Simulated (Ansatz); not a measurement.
# CH₆BClSi₂: up Jacob's ladder to CCSD(T)

The task here is to estimate one member of a computed series from the others.

The runs use Ansatz 0.2.0, Gaussian basis; functionals in def2-TZVPP, the program's frozen cores in correlated methods.

The runs, in order: PBE-D4, r2SCAN-D4, PBE0-D4, B3LYP-D4, ωB97X-V, ωB97M-V, B2PLYP; CCSD(T)/def2-TZVPP; MP2/def2-QZVPP; extrapolation to the limit.

## Structure used throughout

An earlier PBE0-D4 in a triple-zeta def2 set relaxation fixed the geometry.

11 atoms, charge 0, spin multiplicity 1.

Atoms are counted from 1 here; the program's logs count them from 0.

Bond lengths: Cl1–Si2 2.061 Å, Si2–C3 1.921 Å, Si2–Si5 2.347 Å, Si2–H6 1.483 Å, C3–B4 1.540 Å, C3–H7 1.087 Å, C3–H8 1.100 Å, B4–Si5 2.006 Å, B4–H9 1.195 Å, Si5–H10 1.488 Å, Si5–H11 1.482 Å. Angles: Cl1–Si2–C3 113.7°, Cl1–Si2–Si5 115.7°, Cl1–Si2–H6 107.4°, C3–Si2–Si5 82.3°, C3–Si2–H6 111.5°, Si5–Si2–H6 124.0°, Si2–C3–B4 86.0°, Si2–C3–H7 121.8°, Si2–C3–H8 95.8°, B4–C3–H7 121.9°, B4–C3–H8 115.6°, H7–C3–H8 111.1°, C3–B4–Si5 104.9°, C3–B4–H9 122.4°, Si5–B4–H9 125.4°, Si2–Si5–B4 65.6°, Si2–Si5–H10 106.8°, Si2–Si5–H11 123.2° and more.

The first run:

in.yaml reads:

```yaml
crystal:
  periodic: [false, false, false]
  atoms:
    - {symbol: Cl, position_ang: [-2.433003, 1.294669, 0.051256]}
    - {symbol: Si, position_ang: [-0.420665, 1.036341, -0.309138]}
    - {symbol: C, position_ang: [-0.000233, -0.612127, -1.201462]}
    - {symbol: B, position_ang: [-0.087526, -1.262198, 0.192356]}
    - {symbol: Si, position_ang: [0.803819, 0.042680, 1.428754]}
    - {symbol: H, position_ang: [0.045933, 2.209499, -1.086791]}
    - {symbol: H, position_ang: [-0.587408, -0.974892, -2.041787]}
    - {symbol: H, position_ang: [1.007689, -0.310955, -1.523522]}
    - {symbol: H, position_ang: [-0.967470, -2.011865, 0.495186]}
    - {symbol: H, position_ang: [2.239983, 0.320002, 1.154825]}
    - {symbol: H, position_ang: [0.464280, 0.211847, 2.861022]}
basis:
  gaussian: {orbitals: def2-TZVPP}
hamiltonian: {xc: pbe, dispersion: d4}
output: {forces: true, orbitals: {seedname: orbitals}}
```

The run is started by

```console
$ ansatz run in.yaml --threads 4 --pin off --events-out ev --progress --plain --max-ram 10444MiB
```

Steps of the session up to this table: PBE-D4 (GGA); r2SCAN-D4 (meta-GGA); PBE0-D4 (hybrid); B3LYP-D4 (hybrid); ωB97X-V (range-separated); ωB97M-V (range-separated); B2PLYP (double hybrid); CCSD(T) in def2-TZVPP; MP2 in def2-QZVPP.

One table of the session follows, with a row left open; its other results are not shown here.

It belongs to the step «Atomisation energies». 

```
            method  atomisation energy (eV)
            PBE-D4                   39.045
         r2SCAN-D4                   38.943
           PBE0-D4                   38.788
          B3LYP-D4                   38.435
           ωB97X-V                   38.866
           ωB97M-V                   38.735
            B2PLYP                        ?
     HF/def2-TZVPP                   29.197
    MP2/def2-TZVPP                   37.927
   CCSD/def2-TZVPP                   36.921
CCSD(T)/def2-TZVPP                   37.475
           MP2/CBS                   38.932
       CCSD(T)/CBS                   38.480
```

Q: Estimate the row for B2PLYP from the others.

The run gave: atomisation energy (eV): 37.955. In the column «atomisation energy (eV)» it lies between MP2/def2-TZVPP (37.927) and B3LYP-D4 (38.435).

Limits of these values: Free atoms (1 Cl, 2 Si, 1 C, 1 B, 6 H) were run apart at each level; the atomisation energy is their sum less the molecule, without zero-point or spin-orbit terms.
